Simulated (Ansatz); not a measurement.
# Zr: the cost of one run

Method: DFT r2SCAN, scalar-relativistic, plane waves, PAW, in Ansatz 0.2.0.

## (1) The structure to begin with

The structure is hexagonal, space group P6/mmm (No. 191). The conventional cell has a = 5.033 Å, b = 5.033 Å, c = 3.132 Å, α = 90.00°, β = 90.00°, γ = 120.00°. Around Zr (site symmetry -6m2) lie 11 Zr at 2.91 to 3.30 Å. Around Zr (site symmetry 6/mmm) lie 14 Zr at 3.13 to 3.30 Å.

Structure file:

```xyz
3
Lattice="5.0328 0.0000 0.0000 -2.5164 4.3585 0.0000 0.0000 0.0000 3.1324" Properties=species:S:1:pos:R:3 pbc="T T T"
Zr    2.5164    1.4528    1.5662
Zr    0.0000    2.9057    1.5662
Zr    0.0000    0.0000    0.0000
```

(A quick probe on a coarse mesh, which set the mesh and smearing, is not shown.)

## (3) Full relaxation

Contents of input.yaml:

```yaml
crystal:
  lattice:
    - [5.0328, 0.0, 0.0]
    - [-2.5164, 4.35853265, 0.0]
    - [0.0, 0.0, 3.1324]
  atoms:
    - { symbol: Zr, position: [0.66666667, 0.33333333, 0.5] }
    - { symbol: Zr, position: [0.33333333, 0.66666667, 0.5] }
    - { symbol: Zr, position: [0.0, 0.0, 0.0] }
basis:
  ecutwfc: 500
kpoints:
  mp_grid: { grid: [12, 12, 14] }
hamiltonian:
  xc: r2scan
scf:
  occupations: { method: gaussian, width: 0.1 }
output:
  forces: true
  stress: true
  eigenvalues: true
relax:
  adjacent_minimum: "off"
  f_tol: 0.005
  max_steps: 80
  cell: { stress_tol: 0.05 }
```

Launch:

```sh
ansatz run input.yaml --threads 2 --pin off --max-ram 5120MiB --backend cpu --events-out ev --progress --plain --runs-dir out
```

What time and memory should one allow on 2 threads of Arm Neoverse V1, shared host?

About 60 s, with a peak of 0.69 GiB.
